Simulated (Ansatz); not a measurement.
# Mo: pressure up to the limit of the methods

An exercise on one series of results from a longer session: the logs are not shown, and one member is left open.

Method: DFT PBEsol, with the methods named in each step, in Ansatz 0.2.0.

1 further run of the same task is left out (set aside as unsound or not needed).

## The structure to begin with

The structure is cubic, space group Im-3m (No. 229). The conventional cell has a = 3.147 Å, b = 3.147 Å, c = 3.147 Å, α = 90.00°, β = 90.00°, γ = 90.00°. Mo (site symmetry m-3m) has 8 Mo at 2.73 Å as nearest neighbours.

Structure file:

```xyz
1
Lattice="-1.5734 1.5734 1.5734 1.5734 -1.5734 1.5734 1.5734 1.5734 -1.5734" Properties=species:S:1:pos:R:3 pbc="T T T"
Mo    0.0000    0.0000    0.0000
```

Whether this phase is the stable one at these pressures isn't tested.

The first run:

The input, input.yaml:

```yaml
crystal:
  lattice:
    - [-1.5733879534, 1.5733879534, 1.5733879534]
    - [1.5733879534, -1.5733879534, 1.5733879534]
    - [1.5733879534, 1.5733879534, -1.5733879534]
  atoms:
    - { symbol: Mo, position: [0.0, 0.0, 0.0] }
kpoints:
  mp_grid: { grid: [17, 17, 17] }
scf:
  occupations: { method: fermi_dirac, width: 0.08 }
hamiltonian:
  xc: pbesol
  pseudopotentials: { kind: paw }
output:
  forces: true
  stress: true
relax:
  f_tol: 0.005
  max_steps: 40
  cell: {}
```

Launch:

```sh
> ansatz run input.yaml --threads 1 --pin off --max-ram 2048MiB --backend cpu --events-out ev --progress --plain --runs-dir out
```

Steps of the session up to this table: Cell relaxed at zero pressure, PAW; Volume scaled by 1, PAW; Volume scaled by 0.94, PAW; Volume scaled by 0.88, PAW; Volume scaled by 0.8, PAW; Volume scaled by 0.72, PAW; Volume scaled by 0.64, PAW; Volume scaled by 0.55, PAW; Volume scaled by 0.45, PAW; Volume scaled by 0.45, PAW (core large).

One table of the session follows, with a row left open; its other results are not shown here.

 The rows PAW, 0.45 and PAW (core large), 0.45 agree to the last digit and may rest on the same set-up.

```
          method  volume over the first  volume (Å³/atom)  pressure (GPa)
             PAW                      1            15.334            0.01
             PAW                   0.94                 ?               ?
             PAW                   0.88            13.494           46.38
             PAW                    0.8            12.267           97.69
             PAW                   0.72            11.041          177.44
             PAW                   0.64             9.814          301.22
             PAW                   0.55             8.434          532.58
             PAW                   0.45             6.900         1020.97
PAW (core large)                   0.45             6.900         1020.97
```

Q: Estimate the row for PAW, 0.94 from the others.

As computed: volume (Å³/atom): 14.414; pressure (GPa): 19.69. In the column «volume (Å³/atom)» it lies between PAW, 0.88 (13.494) and PAW, 1 (15.334).

Caveats from the session: Warnings in the runs' records: datasets by core.
